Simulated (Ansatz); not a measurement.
This script for a formation energy from the elements of SrAgO3 and its elements with Ansatz 0.2.0 through its Python package holds a mistake.

The script, `srago3.py`:
```python
# -*- coding: utf-8 -*-
'''Is SrAgO3 bound against its elements, after relaxing cells and atoms.'''

from collections import Counter
import logging
import sys
import warnings

import ansatz
import numpy as np

logging.basicConfig(stream=sys.stdout, format='%(levelname)s %(message)s')
log = logging.getLogger('calc')
log.setLevel(logging.INFO)

PHASES = {
    'SrAgO3': (
        [(4.110248, 0.0, 0.0), (0.0, 4.110248, 0.0), (0.0, 0.0, 4.110248)],
        [
            ('Sr', (0.0, 0.0, 0.0)),
            ('Ag', (0.5, 0.5, 0.5)),
            ('O', (0.5, 0.5, 0.0)),
            ('O', (0.5, 0.0, 0.5)),
            ('O', (0.0, 0.5, 0.5)),
        ],
    ),
    'Sr': (
        [(0.0, 3.04235, 3.04235), (3.04235, 0.0, 3.04235), (3.04235, 3.04235, 0.0)],
        [
            ('Sr', (0.0, 0.0, 0.0)),
        ],
    ),
    'Ag': (
        [(0.0, 2.04275, 2.04275), (2.04275, 0.0, 2.04275), (2.04275, 2.04275, 0.0)],
        [
            ('Ag', (0.0, 0.0, 0.0)),
        ],
    ),
    'O2': (
        [(9.0, 0.0, 0.0), (0.0, 9.5, 0.0), (0.0, 0.0, 10.0)],
        [
            ('O', (0.5, 0.5, 0.4385)),
            ('O', (0.5, 0.5, 0.5615)),
        ],
    ),
}


def build(vectors, sites):
    crystal = ansatz.Crystal(lattice=ansatz.Lattice.of(vectors))
    for symbol, position in sites:
        crystal = crystal.atom(symbol, position)
    return crystal

POLARISED = {'O2'}

GASES = {'O2'}


def ground_state(name, crystal):
    calc = crystal.calculation()
    calc = calc.functional('lda')
    calc = calc.basis(470)
    calc = calc.scf(tolerance=1e-09)
    calc = calc.kpoints(spacing=0.15)
    calc = calc.occupations('gaussian', width=0.05)
    calc = calc.stress()
    if name in POLARISED:
        calc = calc.spin('collinear')
    if name in GASES:
        return calc.kpoints(1, 1, 1).relax(force_tolerance=0.01, max_steps=30).run(threads=1)
    calc = calc.relax(force_tolerance=0.01, max_steps=30, cell=True)
    return calc.run(threads=1)


def counts(outcome):
    return Counter(site.symbol for site in outcome.lattice.sites)

def formation_energy(outcome, mu):
    n = counts(outcome)
    return (outcome.report['energy_sigma0_ev'] - sum(k * mu[element] for element, k in n.items())) / sum(n.values())


def volume_per_atom(outcome):
    return abs(np.linalg.det(outcome.lattice.cell_ang)) / len(outcome.lattice.sites)

warnings.simplefilter('ignore')

phases = {name: build(*cell) for name, cell in PHASES.items()}
phases['O2'] = phases['O2'].moments(O=1.0)

done = {}
for name, crystal in phases.items():
    done[name] = ground_state(name, crystal)
    log.info(f'{name}: {done[name].report["energy_sigma0_ev"]:.4f} eV, {len(done[name].lattice.sites)} atoms')

# chemical potentials of the elements at zero temperature
references = {'Sr': 'Sr', 'Ag': 'Ag', 'O': 'O2'}
mu = {element: done[name].report['energy_sigma0_ev'] for element, name in references.items()}

target = done['SrAgO3']
heat = formation_energy(target, mu)
rows = [(name, len(o.lattice.sites), volume_per_atom(o), formation_energy(o, mu)) for name, o in done.items()]
log.info('| phase | atoms | V (A^3/atom) | E_form (eV/atom) |')
log.info('| --- | --- | --- | --- |')
for row in rows:
    log.info(f'| {row[0]} | {row[1]:d} | {row[2]:.3f} | {row[3]:.4f} |')
# no correction for the overbinding of the gas molecule is applied
```

```console
$ python srago3.py
INFO SrAgO3: -12566.2944 eV, 5 atoms
INFO Sr: -3444.3172 eV, 1 atoms
INFO Ag: -7458.1553 eV, 1 atoms
--- The result so far, ahead of a search for a lower minimum behind the relaxation; the run's own can be another ---
--- Relaxed structure (4 steps of the walk, 4 accepted, 0 SCFs on fresh bases) ---
  F+E_penalty+E_count = -1104.72283265 eV   max|allowed force component| = 1.110e-3 eV/Å
  atoms:
    - { symbol: O, position: [0.5, 0.5, 0.440009502061017] }
    - { symbol: O, position: [0.5, 0.5, 0.559990497938983] }
INFO O2: -1104.7228 eV, 2 atoms
INFO | phase | atoms | V (A^3/atom) | E_form (eV/atom) |
INFO | --- | --- | --- | --- |
INFO | SrAgO3 | 5 | 12.549 | 330.0693 |
INFO | Sr | 1 | 48.750 | 0.0000 |
INFO | Ag | 1 | 16.026 | 0.0000 |
INFO | O2 | 2 | 427.500 | 552.3614 |
```

No error stopped it. What is wrong with the input all the same?

The fault: the references' energies are taken per cell, not per atom. Mended:

```diff
--- before
+++ after
@@ -98,3 +98,3 @@
 references = {'Sr': 'Sr', 'Ag': 'Ag', 'O': 'O2'}
-mu = {element: done[name].report['energy_sigma0_ev'] for element, name in references.items()}
+mu = {element: done[name].report['energy_sigma0_ev'] / len(done[name].lattice.sites) for element, name in references.items()}
```

The mended script runs so:

Output of `python srago3.py`:
```text
INFO SrAgO3: -12566.2944 eV, 5 atoms
INFO Sr: -3444.3172 eV, 1 atoms
INFO Ag: -7458.1553 eV, 1 atoms
--- The result so far, ahead of a search for a lower minimum behind the relaxation; the run's own can be another ---
--- Relaxed structure (4 steps of the walk, 4 accepted, 0 SCFs on fresh bases) ---
  F+E_penalty+E_count = -1104.72283265 eV   max|allowed force component| = 1.110e-3 eV/Å
  atoms:
    - { symbol: O, position: [0.5, 0.5, 0.440009502061017] }
    - { symbol: O, position: [0.5, 0.5, 0.559990497938983] }
INFO O2: -1104.7228 eV, 2 atoms
INFO | phase | atoms | V (A^3/atom) | E_form (eV/atom) |
INFO | --- | --- | --- | --- |
INFO | SrAgO3 | 5 | 12.549 | -1.3475 |
INFO | Sr | 1 | 48.750 | 0.0000 |
INFO | Ag | 1 | 16.026 | 0.0000 |
INFO | O2 | 2 | 427.500 | 0.0000 |
```

Absolute energies stand on the zero of these potentials, so only differences at equal settings mean something. The magnetic order follows from the starting moments and needn't be the lowest. For the metals among these phases the mesh is modest: differences between phases can be off by up to 40 meV an atom. The program warned that this SCF threshold is loose for forces or stresses. The cells come from databases of deposited and of computed structures, and not all need be stable phases. The compound is the structure given, not necessarily its lowest; energies are at zero temperature, with no correction for gases. Magnetic phases start from parallel moments and may not end in their lowest magnetic state. A semilocal functional's error on such energies is often 0.05 to 0.1 eV an atom, and 0.1 to 0.3 eV against gases such as O2 or F2. The script silences warnings, which a real study should read. Timing: 87 s on 1 thread of Arm Neoverse V1, with other jobs on the host, peak memory 0.76 GiB.
